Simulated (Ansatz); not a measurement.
Geometry optimisation, DFT PBEsol, scalar-relativistic, plane waves, PAW (Ansatz 0.2.0).

Input:

```yaml
crystal:
  lattice:
    - [5.742662, 0.0, 0.0]
    - [-2.871331, 6.384316, 0.0]
    - [0.0, 0.0, 16.487955]
  atoms:
    - { symbol: Al, position: [0.7008523, 0.9017047, 0.1773057] }
    - { symbol: Al, position: [0.2008523, 0.9017047, 0.1773057] }
    - { symbol: Cu, position: [0.8005682, 0.6011365, 0.1384206] }
    - { symbol: Al, position: [0.4002841, 0.3005682, 0.0995355] }
    - { symbol: Al, position: [0.9002841, 0.3005682, 0.0995355] }
    - { symbol: Cu, position: [0.5, 0.0, 0.0606503] }
    - { symbol: Al, position: [0.3019888, 0.1039776, 0.3328463] }
    - { symbol: Al, position: [0.8019888, 0.1039776, 0.3328463] }
    - { symbol: Cu, position: [0.4017047, 0.8034094, 0.2939612] }
    - { symbol: Al, position: [0.0014206, 0.5028411, 0.255076] }
    - { symbol: Al, position: [0.5014206, 0.5028411, 0.255076] }
    - { symbol: Cu, position: [0.1011365, 0.2022729, 0.2161909] }
    - { symbol: P, position: [0.9569392, 0.7160045, 0.3577129] }
basis:
  ecutwfc: 420.0
kpoints:
  mp_grid: { grid: [2, 2, 1] }
hamiltonian:
  xc: pbesol
  pseudopotentials: { kind: paw, azcp: { folder: soft_1 } }
scf:
  occupations: { method: fermi_dirac, width: 0.15 }
  lower_state_search: "off"
relax:
  f_tol: 0.08
  max_steps: 25
  adjacent_minimum: "off"
  constraints: [{ sites: [5] }]
```

Launched with:

```bash
$ ansatz run input.yaml --threads 1 --pin off --max-ram 3072MiB --backend cpu --events-out ev --progress --plain --runs-dir out
```

**Question.** Where does it end, and by what steps?

**Answer.** The forces met the threshold. The threshold is loose, so the end isn't yet a minimum. Limits of this set-up: coarse k mesh, thin slab, slab without dipole correction, odd electron count without spin, PAW files made for another functional. After 9 steps the energy has fallen by 0.763 eV; Al8 moved furthest, 1.52 Å. Joined: Al8–P13.

| step | energy less start (eV) | largest force component (eV/Å) | accepted |
| --- | --- | --- | --- |
| 0 | 0.0000 | 0.691 | yes |
| 1 | -0.2370 | 0.478 | yes |
| 2 | -0.3708 | 0.409 | yes |
| 3 | -0.4442 | 0.171 | yes |
| 4 | -0.5316 | 0.246 | yes |
| 5 | -0.6325 | 0.213 | yes |
| 6 | -0.6918 | 0.306 | yes |
| 7 | -0.7292 | 0.107 | yes |
| 8 | -0.7529 | 0.086 | yes |
| 9 | -0.7630 | 0.076 | yes |

```xyz
13
Lattice="5.7427 0.0000 0.0000 -2.8713 6.3843 0.0000 0.0000 0.0000 16.4880" Properties=species:S:1:pos:R:3
Al 1.481 5.170 2.471
Al -1.456 5.490 2.737
Cu 3.116 3.408 2.369
Al 1.456 1.829 1.684
Al 4.528 1.557 1.773
Cu 2.871 0.000 1.000
Al 2.222 0.515 5.146
Al 5.084 -0.590 5.136
Cu 0.097 4.733 4.605
Al -1.412 2.703 4.561
Al 1.606 2.953 4.271
Cu 0.211 1.063 3.708
P 4.114 4.651 6.109
```

The run took 100 s on 1 thread of Arm Neoverse V1 (shared host), peak memory 0.71 GiB.
